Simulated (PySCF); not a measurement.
# LaN3O6 (La(NO2)3): the cost of one run

The runs use PySCF 2.14.0; TPSS, La lcecp-1-SVP with ECP46, O def2-SVP, N def2-SVP; scalar-relativistic core potentials, no spin–orbit coupling.

3 further runs of the same task are left out: 2 for a known fault of the program, 1 that didn't finish.

## (1) Starting geometry

10 atoms, charge 0, spin multiplicity 1.

Bond lengths: La1–O2 2.492 Å, La1–O3 2.492 Å, La1–N4 2.965 Å, La1–O5 2.492 Å, La1–O6 2.492 Å, La1–N7 2.965 Å, La1–O8 2.492 Å, La1–O9 2.492 Å, La1–N10 2.965 Å, O2–N4 1.277 Å, O3–N4 1.277 Å, O5–N7 1.277 Å, O6–N7 1.277 Å, O8–N10 1.277 Å, O9–N10 1.277 Å. Angles: O2–La1–O3 50.4°, O2–La1–N4 25.2°, O2–La1–O5 103.2°, O2–La1–O6 126.2°, O2–La1–N7 116.9°, O2–La1–O8 103.2°, O2–La1–O9 126.2°, O2–La1–N10 116.9°, O3–La1–N4 25.2°, O3–La1–O5 126.2°, O3–La1–O6 103.2°, O3–La1–N7 116.9°, O3–La1–O8 126.2°, O3–La1–O9 103.2°, O3–La1–N10 116.9°, N4–La1–O5 116.9°, N4–La1–O6 116.9°, N4–La1–N7 120.0° and more.

Geometry (Å):

| atom | x (Å) | y (Å) | z (Å) |
| --- | --- | --- | --- |
| La1 | 0.00000 | 0.00000 | 0.00000 |
| O2 | 2.25443 | -0.00001 | 1.06135 |
| O3 | 2.25443 | -0.00001 | -1.06135 |
| N4 | 2.96485 | -0.00001 | 0.00000 |
| O5 | -1.12721 | 1.95240 | 1.06135 |
| O6 | -1.12721 | 1.95240 | -1.06135 |
| N7 | -1.48241 | 2.56765 | 0.00000 |
| O8 | -1.12723 | -1.95239 | 1.06135 |
| O9 | -1.12723 | -1.95239 | -1.06135 |
| N10 | -1.48244 | -2.56763 | 0.00000 |

Formal oxidation states: La +3. The 4f shell is empty and lies in the core potential. An earlier session relaxed this geometry at TPSS, La lcecp-1-SVP with ECP46, O def2-SVP, N def2-SVP (singlet, point group D3h).

Its energy there is -646.788669 Eh.

## (2) Atoms moved at random, σ = 0.06 Å

The input, run.py (the lines that set the calculation):

```python
mol = gto.M(atom='''
La     0.12055    -0.05110    -0.02321
O      2.29402     0.01618     1.12071
O      2.26043    -0.05814    -1.06966
N      2.84716     0.06096     0.01244
O     -1.08659     1.93281     1.13004
O     -1.15368     1.97494    -1.02999
N     -1.52616     2.63358    -0.00612
O     -1.19542    -1.98504     1.14786
O     -1.06214    -2.05528    -1.09783
N     -1.49816    -2.46891    -0.18423''',
    basis={'La': 'lcecp-1-SVP', 'O': 'def2-SVP', 'N': 'def2-SVP'},
    ecp={'La': 'lcecp-1-SVP'},
    charge=0, spin=0)
mf = dft.RKS(mol, xc='TPSS')
mf.grids.atom_grid = (50, 194)  # f atoms: unpruned, at least (60, 302)
mf = mf.density_fit()  # fitting sets: La AutoAux, O def2-universal-JKFIT, N def2-universal-JKFIT
mf.conv_tol = 1e-08; mf.max_cycle = 55
mf.kernel(dm0)  # dm0: the density of the relaxed state
```

Started as:

```console
OMP_NUM_THREADS=4 python run.py
```

**Question.** How long does this run take on 4 threads of Arm Neoverse V2, shared host?

About 13 s.
